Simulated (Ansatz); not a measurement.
# Fe2B (I4/mcm): equation of state

The task here is to estimate one member of a computed series from the others.

The COD entry's cell or inner coordinates are ideal or old and differ from later refinements, so a difference from it is no clean test against experiment.

Program: Ansatz 0.2.0. Level of theory: DFT LDA, scalar-relativistic, plane waves, PAW. These are calculated values, not measurements.

## The system as given

It takes space group I4/mcm (No. 140, tetragonal). Conventional cell: a = 4.927 Å, b = 4.927 Å, c = 4.082 Å, α = 90.00°, β = 90.00°, γ = 90.00°. Fe (site symmetry m2m) has 4 B at 2.11 Å and 3 Fe at 2.28 to 2.37 Å as nearest neighbours. B (site symmetry 422) is surrounded by 2 B at 2.04 Å and 8 Fe at 2.11 Å.

Structure file:

```cif
data_structure
_symmetry_space_group_name_H-M 'P 1'
_symmetry_Int_Tables_number 1
_cell_length_a 4.0375
_cell_length_b 4.0375
_cell_length_c 4.0375
_cell_angle_alpha 104.803
_cell_angle_beta 104.803
_cell_angle_gamma 119.275
_cell_volume 49.54
loop_
_atom_site_label
_atom_site_type_symbol
_atom_site_fract_x
_atom_site_fract_y
_atom_site_fract_z
_atom_site_occupancy
Fe1 Fe 0.16373 0.66373 0.82746 1
Fe2 Fe 0.33627 0.16373 0.50000 1
Fe3 Fe 0.83627 0.33627 0.17254 1
Fe4 Fe 0.66373 0.83627 0.50000 1
B1 B 0.75000 0.75000 0.00000 1
B2 B 0.25000 0.25000 0.00000 1
```

An earlier run at LDA left this cell at 8.256 Å³/atom and 0.00 GPa (12×12×12 mesh).

Volume factors to run: 0.980, 1.020, 0.960, 1.040.

Set-up of the first run:

The input, input.yaml:

```yaml
crystal:
  lattice:
    - [-2.4468119956, 2.4468119956, 2.0271212298]
    - [2.4468119956, -2.4468119956, 2.0271212298]
    - [2.4468119956, 2.4468119956, -2.0271212298]
  atoms:
    - { symbol: Fe, position: [0.1637309532, 0.6637309532, 0.8274619064], spin: 1.44 }
    - { symbol: Fe, position: [0.3362690468, 0.1637309532, 0.5], spin: 1.44 }
    - { symbol: Fe, position: [0.8362690468, 0.3362690468, 0.1725380936], spin: 1.44 }
    - { symbol: Fe, position: [0.6637309532, 0.8362690468, 0.5], spin: 1.44 }
    - { symbol: B, position: [0.75, 0.75, 0.0] }
    - { symbol: B, position: [0.25, 0.25, 0.0] }
basis:
  ecutwfc: 420
  ecutrho_ratio: 4
kpoints:
  mp_grid: { grid: [12, 12, 12] }
hamiltonian:
  xc: lda
scf:
  occupations: { method: gaussian, width: 0.05 }
output:
  forces: true
  stress: true
  eigenvalues: true
  populations: true
magnetization:
  spin_polarized: true
relax:
  f_tol: 0.01
  max_steps: 40
  cell: { stress_tol: 0.1, fix: [volume] }
```

Launch:

```sh
$ ansatz run input.yaml --threads 2 --pin off --max-ram 5120MiB --backend cpu --events-out ev --progress --plain --runs-dir out
```

Steps of the session up to this table: Scaling the volume by 0.980; At 1.020 of the relaxed volume; Scaling the volume by 0.960; At 1.040 of the relaxed volume.

One table of the session follows, with a row left open; its other results are not shown here.

It belongs to the step «Energy and pressure against volume». 

| volume (Å³/atom) | energy (meV/atom) | pressure (GPa) | moment of atom 1 (μB) |
| --- | --- | --- | --- |
| 7.926 | 10.47 | 11.36 | 1.01 |
| 8.091 | 2.43 | 4.66 | 1.12 |
| 8.256 | 0.00 | 0.00 | 1.31 |
| 8.421 | ? | ? | ? |
| 8.586 | 11.17 | -10.49 | 1.46 |

Estimate the missing values for volume (Å³/atom) = 8.421.

Worked estimate for «energy (meV/atom)». A straight line through the neighbours (8.256, 0.00) and (8.586, 11.17) gives 0.00 + (11.17 − 0.00) × (8.421 − 8.256) / (8.586 − 8.256) = 5.58; a parabola fitted to 3 rows on both sides gives 2.91.

As computed: energy (meV/atom): 2.80; pressure (GPa): -5.55; moment of atom 1 (μB): 1.39. In «energy (meV/atom)» the line misses by +2.78 and the parabola by +0.11.

Caveats from the session: Warnings in the runs' records: stability check not made.
